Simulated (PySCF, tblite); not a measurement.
# C6H7F3NP: geometry, infrared bands and NMR shifts

What infrared bands and NMR shifts should C6H7F3NP (`C=CP(CCC#N)C(F)(F)F`) show?

Computed with tblite 0.8.0 and PySCF 2.14.0, with density-fitted response routines of our own, on a single molecule in the gas phase. Atoms count from 0, in the outputs and in this text.

## Step 1: The molecule as given

18 atoms, charge 0, multiplicity 1; geometry from: force field or distance geometry start.

Bonds of the start (Å): C0–C1 1.32, C1–P2 1.84, P2–C3 1.88, C3–C4 1.53, C4–C5 1.45, C5–N6 1.17, P2–C7 1.85, C7–F8 1.38, C7–F9 1.40, C7–F10 1.37, C0–H11 1.10, C0–H12 1.08, C1–H13 1.11, C3–H14 1.11, C3–H15 1.10, C4–H16 1.11, C4–H17 1.12.

## Step 2: Geometry optimisation with GFN2-xTB

Job settings and geometry (Å):

```
{"job": {"kind": "relax", "xc": "GFN2-xTB", "basis": "xTB"}, "charge": 0, "multiplicity": 1}
C     -2.471600    -0.911000     1.231300
C     -1.350100    -1.533100     0.924000
P      0.243600    -0.649500     0.671900
C     -0.140500     0.874800    -0.350200
C      1.096900     1.759000    -0.208000
C      0.941000     2.985000    -0.961200
N      0.805600     3.979600    -1.554600
C      1.356800    -1.696000    -0.378400
F      1.835400    -0.956200    -1.440200
F      0.628700    -2.770800    -0.904600
F      2.358800    -2.145200     0.437000
H     -3.358100    -1.554700     1.367900
H     -2.567900     0.155000     1.350200
H     -1.294500    -2.636300     0.827800
H     -1.046400     1.391800     0.019800
H     -0.251700     0.563300    -1.395200
H      1.970500     1.153100    -0.525800
H      1.234800     1.997500     0.876900
```

The run is started by

```bash
OMP_NUM_THREADS=1 python probes_run.py task.json out
```

This one command runs all jobs of the session in turn.

**Question.** This job is followed by: GFN2-xTB harmonic vibrations, gas phase; GIAO PBE0/pcSseg-1 NMR shielding, non-relativistic, gas phase. What will the session give for the following? strongest single infrared mode (GFN2-xTB); zero-point energy (GFN2-xTB); 13C shifts against TMS (PBE0/pcSseg-1); 1H shifts against TMS (PBE0/pcSseg-1, means over atoms taken as alike); 31P shifts against H3PO4 (PBE0/pcSseg-1); 15N shifts against NH3 (PBE0/pcSseg-1); 19F shifts against CFCl3 (PBE0/pcSseg-1, means over atoms taken as alike).

As calculated:

| quantity | value |
| --- | --- |
| strongest single infrared mode (GFN2-xTB) | 1040 cm⁻¹, 240 km/mol |
| zero-point energy (GFN2-xTB) | 74.6 kcal/mol |
| 13C shifts against TMS (PBE0/pcSseg-1) | 142.1, 141.1, 133.7, 123.6, 26.4, 13.9 ppm |
| 1H shifts against TMS (PBE0/pcSseg-1, means over atoms taken as alike) | 6.86, 6.39, 5.86, 2.56, 2.30 ppm |
| 31P shifts against H3PO4 (PBE0/pcSseg-1) | -11.8 ppm |
| 15N shifts against NH3 (PBE0/pcSseg-1) | 300.2 ppm |
| 19F shifts against CFCl3 (PBE0/pcSseg-1, means over atoms taken as alike) | -73.8 ppm |

The optimisation took 169 steps and gained 0.834 eV; among the close pairs (by a distance rule), C7–F9 changed most, from 1.401 to 1.343 Å. No mode is imaginary among the 48: a minimum at this level. The strongest single mode, at 1040 cm⁻¹, moves mainly C7. Unscaled tight-binding wavenumbers are off by several per cent, some by more. Its intensities can rank the bands wrongly. C1 (alkene CH) lies farthest downfield among carbon, at 142.1 ppm; as expected for a trigonal carbon in a double bond. The most deshielded hydrogen is H13 (hydrogen on an alkene CH), at 6.86 ppm: olefinic region. At PBE0/pcSseg-1: The largest span, 498 ppm, is at N6, where the paramagnetic term is -372 ppm.
